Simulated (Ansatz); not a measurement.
Here is an Ansatz 0.2.0 calculation.

File input.yaml:

```yaml
crystal:
  lattice:
    - [4.11705, 0.0, 0.0]
    - [-2.05853, 3.56547, 0.0]
    - [0.0, 0.0, 5.4458]
  atoms:
    - { symbol: Ni, position: [0.0, 0.0, 0.95775], spin: 1.0, spin_axis: [0.0, 0.0, 1.0] }
    - { symbol: Mo, position: [0.66667, 0.33333, 0.96161], spin: 1.0, spin_axis: [0.0, 0.0, 1.0] }
    - { symbol: Pd, position: [0.66667, 0.33333, 0.46295] }
    - { symbol: Ir, position: [0.33333, 0.66667, 0.72572], spin: 0.6, spin_axis: [0.0, 0.0, 0.6] }
    - { symbol: W, position: [0.33333, 0.66667, 0.23642] }
hamiltonian:
  xc: pbe
  pseudopotentials: { kind: paw_fr }
magnetization:
  noncollinear: true
  spin_orbit: true
kpoints:
  mp_grid: { grid: [6, 6, 4] }
  band_path:
    path:
      - [[0.0, 0.0, 0.0], [0.5, 0.0, 0.0], [0.3333333333, 0.3333333333, 0.0], [0.0, 0.0, 0.0], [0.0, 0.0, 0.5], [0.5, 0.0, 0.5], [0.3333333333, 0.3333333333, 0.5], [0.0, 0.0, 0.5]]
      - [[0.5, 0.0, 0.5], [0.5, 0.0, 0.0]]
      - [[0.3333333333, 0.3333333333, 0.0], [0.3333333333, 0.3333333333, 0.5]]
    npoints: 14
scf:
  occupations: { method: fermi_dirac, width: 0.05 }
  n_extra_bands: 12
output:
  forces: true
  stress: true
  eigenvalues: true
  fatbands: true
  write_density: true
  write_potential: true
  elf: true
  volumetric_format: npy
```

Potentials or basis: Ansatz PAW.

Launch:

```sh
$ ansatz run input.yaml --threads 8 --pin off --max-ram 20480MiB --backend cpu --events-out ev --progress --plain --runs-dir out
```

Problem. Predict the absolute moment.

Solution. 0.00 μB per cell.

Problem. Estimate the largest force.

Solution. 0.155 eV/Å.

Problem. Estimate the net moment.

Solution. 0.00 μB per cell.

Levels at the corners of the path, in eV from the Fermi level:
```
point  band 79  band 80  band 81  band 82  band 83  band 84
    Γ    -0.72    -0.72     0.68     0.68     0.83     0.83
    M    -0.32    -0.32     0.86     0.86     1.15     1.15
    K     0.14     0.18     0.26     0.30     0.38     0.44
    Γ    -0.72    -0.72     0.68     0.68     0.83     0.83
    A    -0.28    -0.28    -0.19    -0.19    -0.09    -0.09
    L    -0.90    -0.90    -0.41    -0.41    -0.01    -0.01
    H    -1.10    -0.81    -0.62    -0.56    -0.46    -0.13
    A    -0.28    -0.28    -0.19    -0.19    -0.09    -0.09
    L    -0.90    -0.90    -0.41    -0.41    -0.01    -0.01
    M    -0.32    -0.32     0.86     0.86     1.15     1.15
    K     0.14     0.18     0.26     0.30     0.38     0.44
    H    -1.10    -0.81    -0.62    -0.56    -0.46    -0.13
```

Caveat: the starting moments weren't kept.
